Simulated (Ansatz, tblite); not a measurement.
# The cluster Cu4Te2: a ladder of methods and basis sets

Aim: run the singlet of the cluster Cu4Te2 at one geometry on many levels, and compare frontier levels, spin and run time.

The runs use Ansatz 0.2.0, Gaussian basis; as each input shows.

Levels to be run: GFN1-xTB, GFN2-xTB, PBE-D4/def2-TZVP, r2SCAN-D4/def2-TZVP, PBE-QIDH/def2-TZVP, LDA/def2-TZVP, CAM-B3LYP-D4/def2-TZVP, PBE-D4/def2-SVP, PBE0-D4/def2-SVP, PBE0-D4/def2-TZVPD, PBE-D4/def2-TZVPD, PBE-QIDH/def2-TZVPD, MP2/def2-TZVP, RPA/def2-TZVP.

5 further runs of the same task are left out: 4 that didn't finish, 1 set aside as unsound or not needed. Runs told in other sessions of the task aren't counted.

### Step 1. The geometry

The singlet was relaxed beforehand with PBE-D4/def2-SVP. At that level it is the lowest of the isomers that a small search found.

6 atoms, charge 0, spin multiplicity 1.

Bond lengths: Cu1–Te6 2.475 Å, Cu2–Te5 2.559 Å, Cu2–Te6 2.785 Å, Cu3–Te5 2.580 Å, Cu3–Te6 2.635 Å, Cu4–Te5 2.560 Å, Cu4–Te6 2.778 Å. Angles: Te5–Cu2–Te6 114.8°, Te5–Cu3–Te6 119.4°, Te5–Cu4–Te6 115.0°, Cu2–Te5–Cu3 55.6°, Cu2–Te5–Cu4 57.5°, Cu3–Te5–Cu4 55.6°, Cu1–Te6–Cu2 54.1°, Cu1–Te6–Cu3 96.3°, Cu1–Te6–Cu4 54.2°, Cu2–Te6–Cu3 52.4°, Cu2–Te6–Cu4 52.5°, Cu3–Te6–Cu4 52.4°.

Coordinates:

```
atom     x (Å)     y (Å)     z (Å)
 Cu1   1.62192   0.43715   1.36321
 Cu2   0.51119   0.97958  -0.70167
 Cu3  -0.86350  -0.92177  -1.18300
 Cu4  -0.68359  -0.20484   1.09549
 Te5  -2.02185   1.28104  -0.50288
 Te6   1.43584  -1.57115  -0.07116
```

Te takes a core potential in the def2 sets. No spin-orbit coupling is included.

PBE0-D4/def2-TZVP was run before; its log isn't repeated, and its numbers join the tables.

### Step 2. GFN1-xTB

Tight binding, by tblite at 300 K electronic temperature and without a spin-polarisation term:

```python
tblite.interface.Calculator('GFN1-xTB', numbers, positions, charge=0, uhf=0).singlepoint()
```

Energy -700.7558 eV, HOMO -10.53 eV, LUMO -9.21 eV; 0.009 s.

### Step 3. GFN2-xTB

Tight binding, by tblite at 300 K electronic temperature and without a spin-polarisation term:

```python
tblite.interface.Calculator('GFN2-xTB', numbers, positions, charge=0, uhf=0).singlepoint()
```

Energy -593.1465 eV, HOMO -8.61 eV, LUMO -6.13 eV; 0.011 s.

### Step 4. PBE-D4/def2-TZVP

start.molden holds the orbitals of an earlier run on this state, given as this run's starting guess.

Contents of in.yaml:

```yaml
crystal:
  periodic: [false, false, false]
  atoms:
    - {symbol: Cu, position_ang: [1.621921, 0.437154, 1.363207]}
    - {symbol: Cu, position_ang: [0.511186, 0.979577, -0.701670]}
    - {symbol: Cu, position_ang: [-0.863497, -0.921772, -1.182999]}
    - {symbol: Cu, position_ang: [-0.683593, -0.204843, 1.095493]}
    - {symbol: Te, position_ang: [-2.021855, 1.281037, -0.502882]}
    - {symbol: Te, position_ang: [1.435838, -1.571153, -0.071159]}
basis:
  gaussian: {orbitals: def2-TZVP, initial_orbitals: start.molden}
hamiltonian: {xc: pbe, dispersion: d4}
scf: {omitted_lower_state_checks: [starts]}
output: {orbitals: {seedname: orbitals}}
```

On the command line:

```
$ ansatz run in.yaml --threads 4 --pin off --events-out ev --progress --plain --max-ram 4787MiB
```

The runs that follow: r2SCAN-D4/def2-TZVP; PBE-QIDH/def2-TZVP; LDA/def2-TZVP; CAM-B3LYP-D4/def2-TZVP; PBE-D4/def2-SVP; PBE0-D4/def2-SVP; PBE0-D4/def2-TZVPD; PBE-D4/def2-TZVPD; PBE-QIDH/def2-TZVPD; MP2/def2-TZVP; RPA/def2-TZVP.

Q: Predict the results of all the runs planned. Wanted: gap in def2-TZVP, named functionals, smallest and largest; correlation energy, MP2/def2-TZVP; binding an atom, functionals in def2-TZVP; PBE0 total energy, smallest basis above largest.

As calculated:

| quantity | value |
| --- | --- |
| gap in def2-TZVP, named functionals, smallest and largest | 1.07 eV (LDA), 4.55 eV (CAM-B3LYP-D4) |
| correlation energy, MP2/def2-TZVP | -73.48 eV |
| binding an atom, functionals in def2-TZVP | 2.03 (CAM-B3LYP-D4) to 2.84 eV (LDA) |
| PBE0 total energy, smallest basis above largest | 26.59 eV (def2-SVP, def2-TZVPD) |

Orbital gaps of the named functionals in def2-TZVP span 1.07 eV (LDA) to 4.55 eV (CAM-B3LYP-D4); exact exchange widens it.
